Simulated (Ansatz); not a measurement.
# BH₈NO₃Si: up Jacob's ladder to CCSD(T)

An exercise on one series of results from a longer session: the logs are not shown, and one member is left open.

Computed with Ansatz 0.2.0, Gaussian basis. Level: functionals in def2-TZVPP, the program's frozen cores in correlated methods.

Levels to be run: LDA (SPW92), PBE-D4, revPBE-D4, BLYP-D4, r2SCAN-D4, B97M-V, PBE0-D4, B3LYP-D4, r2SCANh-D4, r2SCAN0-D4, HSE06-D4, BHLYP-D4, CAM-B3LYP-D4, LC-ωPBE, ωB97X-V, ωB97M-V, B2PLYP, PBE-QIDH; CCSD(T)/def2-SVP; CCSD(T)/def2-TZVPP; MP2/def2-QZVPP; extrapolation to the limit; RPA on PBE.

### The geometry

All runs share one geometry, relaxed beforehand with PBE0-D4 in a triple-zeta def2 set.

14 atoms, charge 0, spin multiplicity 1.

Atoms are counted from 1 here; the program's logs count them from 0.

Bond lengths: O1–B2 1.420 Å, O1–H7 0.958 Å, B2–O3 1.444 Å, B2–O4 1.437 Å, B2–N5 1.714 Å, O3–H8 0.958 Å, O4–H9 0.959 Å, N5–Si6 1.804 Å, N5–H10 1.015 Å, N5–H11 1.017 Å, Si6–H12 1.476 Å, Si6–H13 1.494 Å, Si6–H14 1.471 Å. Angles: B2–O1–H7 110.9°, O1–B2–O3 110.2°, O1–B2–O4 118.2°, O1–B2–N5 106.9°, O3–B2–O4 116.4°, O3–B2–N5 101.7°, O4–B2–N5 101.1°, B2–O3–H8 110.0°, B2–O4–H9 111.0°, B2–N5–Si6 106.6°, B2–N5–H10 110.0°, B2–N5–H11 107.8°, Si6–N5–H10 112.6°, Si6–N5–H11 112.5°, H10–N5–H11 107.3°, N5–Si6–H12 109.7°, N5–Si6–H13 104.3°, N5–Si6–H14 110.2° and more.

Geometry (Å):

```xyz
14

O    -1.68144    0.28148   -1.05540
B    -0.94124    0.23563    0.15528
O    -0.81609   -1.12901    0.61193
O    -1.22351    1.22263    1.16127
N     0.68171    0.62077   -0.23951
Si    1.55981   -0.94752   -0.39203
H    -1.99377    1.16969   -1.23108
H    -0.78646   -1.15338    1.56929
H    -2.14801    1.20072    1.41350
H     0.71022    1.16884   -1.09329
H     1.05247    1.20427    0.50587
H     1.83898   -1.49339    0.95048
H     2.87589   -0.57623   -0.99333
H     0.85843   -1.83369   -1.33408
```

The first run:

in.yaml reads:

```yaml
crystal:
  periodic: [false, false, false]
  atoms:
    - {symbol: O, position_ang: [-1.681442, 0.281479, -1.055402]}
    - {symbol: B, position_ang: [-0.941239, 0.235628, 0.155284]}
    - {symbol: O, position_ang: [-0.816094, -1.129013, 0.611933]}
    - {symbol: O, position_ang: [-1.223507, 1.222627, 1.161273]}
    - {symbol: N, position_ang: [0.681714, 0.620772, -0.239512]}
    - {symbol: Si, position_ang: [1.559814, -0.947516, -0.392034]}
    - {symbol: H, position_ang: [-1.993767, 1.169689, -1.231080]}
    - {symbol: H, position_ang: [-0.786462, -1.153382, 1.569286]}
    - {symbol: H, position_ang: [-2.148009, 1.200718, 1.413503]}
    - {symbol: H, position_ang: [0.710216, 1.168844, -1.093290]}
    - {symbol: H, position_ang: [1.052467, 1.204270, 0.505868]}
    - {symbol: H, position_ang: [1.838981, -1.493392, 0.950480]}
    - {symbol: H, position_ang: [2.875894, -0.576233, -0.993326]}
    - {symbol: H, position_ang: [0.858434, -1.833693, -1.334083]}
basis:
  gaussian: {orbitals: def2-TZVPP}
hamiltonian: {xc: lda}
output: {orbitals: {seedname: orbitals}}
```

Launch:

```sh
ansatz run in.yaml --threads 4 --pin off --events-out ev --progress --plain --max-ram 11315MiB
```

Among the steps run: LDA; PBE-D4 (GGA); revPBE-D4 (GGA); BLYP-D4 (GGA); r2SCAN-D4 (meta-GGA); B97M-V (meta-GGA); B3LYP-D4 (hybrid); r2SCANh-D4 (hybrid); r2SCAN0-D4 (hybrid); HSE06-D4 (hybrid); BHLYP-D4 (hybrid); CAM-B3LYP-D4 (range-separated); LC-ωPBE (range-separated); ωB97X-V (range-separated); ωB97M-V (range-separated); B2PLYP (double hybrid); PBE-QIDH (double hybrid).

One table of the session follows, with a row left open; its other results are not shown here.

It belongs to the step «Orbital energies across the functionals». 

```
  functional  HOMO (eV)  gap (eV)
 LDA (SPW92)      -6.38      5.22
      PBE-D4      -6.18      5.23
   revPBE-D4      -6.10      5.26
     BLYP-D4      -6.10      5.21
   r2SCAN-D4      -6.54      6.08
      B97M-V      -6.68      5.85
     PBE0-D4      -7.85      7.75
    B3LYP-D4      -7.60      7.22
  r2SCANh-D4      -7.17      6.98
  r2SCAN0-D4      -8.13      8.33
    HSE06-D4      -7.44      6.97
    BHLYP-D4      -9.50     10.12
CAM-B3LYP-D4          ?         ?
     LC-ωPBE     -10.70     12.72
     ωB97X-V     -10.37     12.18
     ωB97M-V     -10.32     11.75
```

**Question.** Estimate the row for CAM-B3LYP-D4.

As computed: HOMO (eV): -9.37; gap (eV): 10.12. In the column «HOMO (eV)» it lies between BHLYP-D4 (-9.50) and r2SCAN0-D4 (-8.13).
